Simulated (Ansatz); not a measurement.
# C₇H₁₄FHfN₃: how energies converge with the basis set

One table from this session's results is given with a row withheld; the runs are named, their logs left out.

Computed with Ansatz 0.2.0, Gaussian basis. Level: one geometry, several basis sets.

Plan: PBE0-D4/def2-SVP; ωB97M-V/def2-SVP; PBE0-D4/def2-QZVPP; ωB97M-V/def2-QZVPP; the functionals' def2-TZVPP values are taken from earlier runs.

**The geometry**

All runs share one geometry, relaxed beforehand with PBE0-D4 in a triple-zeta def2 set. Hf takes the def2 core potential; no spin-orbit term is included.

26 atoms, charge 0, spin multiplicity 1.

Atoms are counted from 1 here; the program's logs count them from 0.

Bond lengths: C1–N2 1.443 Å, C1–H13 1.102 Å, C1–H14 1.095 Å, C1–H15 1.101 Å, N2–C3 1.441 Å, N2–Hf4 2.046 Å, C3–H16 1.101 Å, C3–H17 1.091 Å, C3–H18 1.101 Å, Hf4–N5 2.055 Å, Hf4–N6 2.047 Å, Hf4–C7 2.523 Å, Hf4–C8 2.488 Å, Hf4–C9 2.555 Å, Hf4–C10 2.631 Å, Hf4–C12 2.612 Å, N5–H19 1.011 Å, N5–H20 1.009 Å and more. Angles: N2–C1–H13 112.2°, N2–C1–H14 111.1°, N2–C1–H15 111.6°, H13–C1–H14 107.7°, H13–C1–H15 107.1°, H14–C1–H15 106.9°, C1–N2–C3 111.9°, C1–N2–Hf4 119.0°, C3–N2–Hf4 128.9°, N2–C3–H16 111.4°, N2–C3–H17 110.4°, N2–C3–H18 111.9°, H16–C3–H17 108.2°, H16–C3–H18 106.8°, H17–C3–H18 108.1°, N2–Hf4–N5 100.6°, N2–Hf4–N6 103.3°, N2–Hf4–C7 119.7° and more.

Geometry (Å):

```xyz
26
C7H14FHfN3
C    -2.6109   -0.0140   -0.3286
N    -1.5637   -0.2809    0.6271
C    -2.0075   -1.1624    1.6768
Hf    0.3171    0.4386    0.2626
N    -0.0768    2.4475    0.0799
N     1.3103    0.0638    2.0124
C     1.2062    0.4770   -2.0985
C     0.6643   -0.8032   -1.8652
C     1.5033   -1.4777   -0.9406
C     2.5565   -0.6005   -0.6478
F     3.5672   -0.8822    0.1728
C     2.3843    0.6144   -1.3246
H    -2.9671   -0.9322   -0.8223
H    -2.2669    0.6728   -1.1097
H    -3.4844    0.4558    0.1491
H    -2.8634   -0.7366    2.2229
H    -1.2017   -1.3384    2.3912
H    -2.3341   -2.1378    1.2828
H    -0.8831    2.8779    0.5115
H     0.4722    3.1683   -0.3637
H     2.1503   -0.4816    2.1415
H     1.1548    0.6113    2.8485
H     0.7914    1.2321   -2.7489
H    -0.2284   -1.2107   -2.3161
H     1.3752   -2.4748   -0.5471
H     3.0352    1.4733   -1.2661
```

The first run:

The input, in.yaml:

```yaml
crystal:
  periodic: [false, false, false]
  atoms:
    - {symbol: C, position_ang: [-2.610920, -0.014017, -0.328647]}
    - {symbol: N, position_ang: [-1.563678, -0.280865, 0.627083]}
    - {symbol: C, position_ang: [-2.007465, -1.162375, 1.676785]}
    - {symbol: Hf, position_ang: [0.317059, 0.438567, 0.262622]}
    - {symbol: N, position_ang: [-0.076758, 2.447487, 0.079864]}
    - {symbol: N, position_ang: [1.310257, 0.063819, 2.012435]}
    - {symbol: C, position_ang: [1.206151, 0.477030, -2.098501]}
    - {symbol: C, position_ang: [0.664265, -0.803204, -1.865159]}
    - {symbol: C, position_ang: [1.503307, -1.477669, -0.940572]}
    - {symbol: C, position_ang: [2.556516, -0.600549, -0.647815]}
    - {symbol: F, position_ang: [3.567184, -0.882156, 0.172831]}
    - {symbol: C, position_ang: [2.384332, 0.614371, -1.324615]}
    - {symbol: H, position_ang: [-2.967117, -0.932196, -0.822270]}
    - {symbol: H, position_ang: [-2.266886, 0.672779, -1.109655]}
    - {symbol: H, position_ang: [-3.484404, 0.455809, 0.149065]}
    - {symbol: H, position_ang: [-2.863423, -0.736560, 2.222888]}
    - {symbol: H, position_ang: [-1.201746, -1.338358, 2.391159]}
    - {symbol: H, position_ang: [-2.334141, -2.137751, 1.282833]}
    - {symbol: H, position_ang: [-0.883107, 2.877900, 0.511514]}
    - {symbol: H, position_ang: [0.472162, 3.168274, -0.363671]}
    - {symbol: H, position_ang: [2.150284, -0.481605, 2.141530]}
    - {symbol: H, position_ang: [1.154850, 0.611331, 2.848487]}
    - {symbol: H, position_ang: [0.791395, 1.232125, -2.748919]}
    - {symbol: H, position_ang: [-0.228439, -1.210728, -2.316146]}
    - {symbol: H, position_ang: [1.375167, -2.474763, -0.547072]}
    - {symbol: H, position_ang: [3.035185, 1.473312, -1.266065]}
basis:
  gaussian: {orbitals: def2-SVP}
hamiltonian: {xc: pbe0, dispersion: d4}
output: {orbitals: {seedname: orbitals}}
```

Steps of the session up to this table: PBE0-D4 in def2-SVP; ωB97M-V in def2-SVP; PBE0-D4 in def2-QZVPP; ωB97M-V in def2-QZVPP.

One of the session's tables, all rows but one given; the rest of the session is left out.

It belongs to the step «Functionals by basis». 

```
functional       basis  HOMO (eV)  LUMO (eV)
   PBE0-D4    def2-SVP      -5.93       0.12
   PBE0-D4  def2-TZVPP      -5.97       0.02
   PBE0-D4  def2-QZVPP      -6.01      -0.04
   ωB97M-V    def2-SVP      -8.17       1.94
   ωB97M-V  def2-TZVPP          ?          ?
   ωB97M-V  def2-QZVPP      -8.25       0.88
```

**Question.** Estimate the row for ωB97M-V, def2-TZVPP.

**Answer.** HOMO (eV): -8.21; LUMO (eV): 1.38. In the column «HOMO (eV)» it lies between ωB97M-V, def2-QZVPP (-8.25) and ωB97M-V, def2-SVP (-8.17).
